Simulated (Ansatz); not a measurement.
# C3H9BSi: the cost of one run

All numbers below are computed with Ansatz 0.2.0 (UKS CAM-B3LYP-D4/STO-3G).

**1. The structure to begin with**

Bond lengths: B1–C2 1.537 Å, C2–C3 1.518 Å, C3–Si4 1.792 Å, B1–C5 1.598 Å, Si4–C5 1.888 Å, B1–H6 1.251 Å, C2–H7 1.102 Å, C2–H8 1.148 Å, C3–H9 1.145 Å, C3–H10 1.124 Å, Si4–H11 1.409 Å, Si4–H12 1.502 Å, C5–H13 1.123 Å, C5–H14 1.128 Å. Angles (14 of 27 angles, heavy atoms first): B1–C2–C3 106.8°, C2–B1–C5 120.5°, C2–C3–Si4 110.8°, C3–Si4–C5 99.2°, B1–C5–Si4 99.0°, B1–C2–H7 110.4°, B1–C2–H8 111.1°, C3–C2–H7 110.1°, C3–C2–H8 109.5°, C2–B1–H6 121.7°, C5–B1–H6 117.7°, C2–C3–H9 108.8°, C2–C3–H10 109.1°, Si4–C3–H9 113.4°.

Structure file:

```xyz
14

B    -0.8214    1.0104    0.3636
C     0.3561    0.5604    1.2430
C     1.1763   -0.4122    0.4144
Si    0.2109   -1.0556   -0.9509
C    -1.1476    0.2538   -1.0052
H    -1.6046    1.9156    0.7276
H    -0.0124    0.0643    2.1551
H     1.0115    1.4533    1.5462
H     1.5875   -1.2284    1.1037
H     2.0728    0.1228   -0.0016
H     0.8621   -1.1607   -2.1956
H    -0.4541   -2.3340   -0.5281
H    -1.0575    0.9505   -1.8814
H    -2.1926   -0.1695   -0.9620
```

**2. Preparing the start**

File input.yaml:

```yaml
crystal:
  periodic: [false, false, false]
  atoms:
    - { symbol: B, position_ang: [-0.8214, 1.0104, 0.3636] }
    - { symbol: C, position_ang: [0.3561, 0.5604, 1.243] }
    - { symbol: C, position_ang: [1.1763, -0.4122, 0.4144] }
    - { symbol: Si, position_ang: [0.2109, -1.0556, -0.9509] }
    - { symbol: C, position_ang: [-1.1476, 0.2538, -1.0052] }
    - { symbol: H, position_ang: [-1.6046, 1.9156, 0.7276] }
    - { symbol: H, position_ang: [-0.0124, 0.0643, 2.1551] }
    - { symbol: H, position_ang: [1.0115, 1.4533, 1.5462] }
    - { symbol: H, position_ang: [1.5875, -1.2284, 1.1037] }
    - { symbol: H, position_ang: [2.0728, 0.1228, -0.0016] }
    - { symbol: H, position_ang: [0.8621, -1.1607, -2.1956] }
    - { symbol: H, position_ang: [-0.4541, -2.334, -0.5281] }
    - { symbol: H, position_ang: [-1.0575, 0.9505, -1.8814] }
    - { symbol: H, position_ang: [-2.1926, -0.1695, -0.962] }
magnetization:
  spin_polarized: true
basis:
  gaussian: { orbitals: STO-3G }
hamiltonian:
  xc: cam_b3lyp
  dispersion: d4
relax:
  f_tol: 0.02
  max_steps: 40
```

Started as:

```console
$ ansatz run input.yaml --threads 1 --pin off --max-ram 2048MiB --backend cpu --events-out ev --progress --plain --runs-dir out
```

Q: Estimate wall time and peak memory on 1 thread of Intel Xeon Platinum 8375C at 2.90GHz (Ice Lake), shared host.

About 51 s, with a peak of 0.18 GiB.
